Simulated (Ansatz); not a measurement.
This script makes the interaction energy of a dimer with the counterpoise correction of H4S2Si, SMILES S[SiH2]S with Ansatz 0.2.0 through its Python package.

`h4s2si.py`:
```python
"""Interaction energy of two H4S2Si molecules, with the counterpoise correction."""

import ansatz

FIRST = [
    ("S", (-1.255, -0.9683, -0.7083)),
    ("Si", (0.0226, 0.4547, 0.2232)),
    ("S", (1.5488, -0.6583, 1.1534)),
    ("H", (-2.0962, 0.0028, -1.1755)),
    ("H", (0.6121, 1.3308, -0.8331)),
    ("H", (-0.7191, 1.2696, 1.2261)),
    ("H", (1.8871, -1.4314, 0.1139)),
]
SECOND = [
    ("S", (-3.9717, 2.7833, -4.4309)),
    ("Si", (-2.9111, 1.603, -3.0143)),
    ("S", (-4.3355, 0.9863, -1.5916)),
    ("H", (-2.8424, 3.0311, -5.1603)),
    ("H", (-2.3492, 0.4086, -3.7131)),
    ("H", (-1.825, 2.3886, -2.3637)),
    ("H", (-5.2659, 0.5233, -2.4358)),
]

def energy(atoms, ghosts=()):
    molecule = ansatz.Crystal.molecule()
    for symbol, xyz in atoms:
        molecule = molecule.atom(symbol, xyz)
    calc = (
        molecule.calculation()
        .basis(gaussian="def2-SVP")
        .functional("b3lyp")
    )
    deck = calc.input()
    if ghosts:
        deck = deck.set(ansatz.key.basis.gaussian.ghost_atoms, [{"symbol": s, "position_ang": list(xyz)} for s, xyz in ghosts])
    return ansatz.Session.from_dict(deck).plan().execute().report["free_energy_ev"]


def main() -> None:
    # monomers in their own basis and in the basis of the dimer
    both = energy(FIRST + SECOND)
    alone = energy(FIRST) + energy(SECOND)
    ghosted = energy(FIRST, SECOND) + energy(SECOND, FIRST)
    print(f"dimer {both:.6f} eV")
    print(f"interaction, uncorrected   {23.060548 * (both - alone):8.3f} kcal/mol")
    print(f"interaction, counterpoise  {23.060548 * (both - ghosted):8.3f} kcal/mol")
    print(f"basis-set superposition    {23.060548 * (alone - ghosted):8.3f} kcal/mol")


if __name__ == "__main__":
    main()
```

How large is the interaction at this pose, and how much of it is basis-set superposition?

Uncorrected it is 2.744 kcal/mol, with the counterpoise correction 4.232 kcal/mol; the difference, 1.49 kcal/mol, is the superposition error. In this basis both values are repulsive.

The output:

```console
$ python h4s2si.py
dimer -59213.914563 eV
interaction, uncorrected      2.744 kcal/mol
interaction, counterpoise     4.232 kcal/mol
basis-set superposition       1.487 kcal/mol
```

Total energies depend on the basis set; only differences at equal settings carry meaning. The dimer is a generated trial pose of unrelaxed monomers, not a minimum, so the figure is no binding energy, and the basis set is small. b3lyp holds the VWN-RPA fit, as in Gaussian; the form of ORCA and Turbomole is b3lyp5. This level lacks the dispersion part of the attraction (electrostatics and induction are there), which can decide the sign where the interaction is weak. It ran for 27 s on 1 thread of Intel(R) Xeon(R) Platinum 8488C (Sapphire Rapids) (shared host), peak memory 0.45 GiB.

(Lines on the test bed's own set-up are left out of the output.)
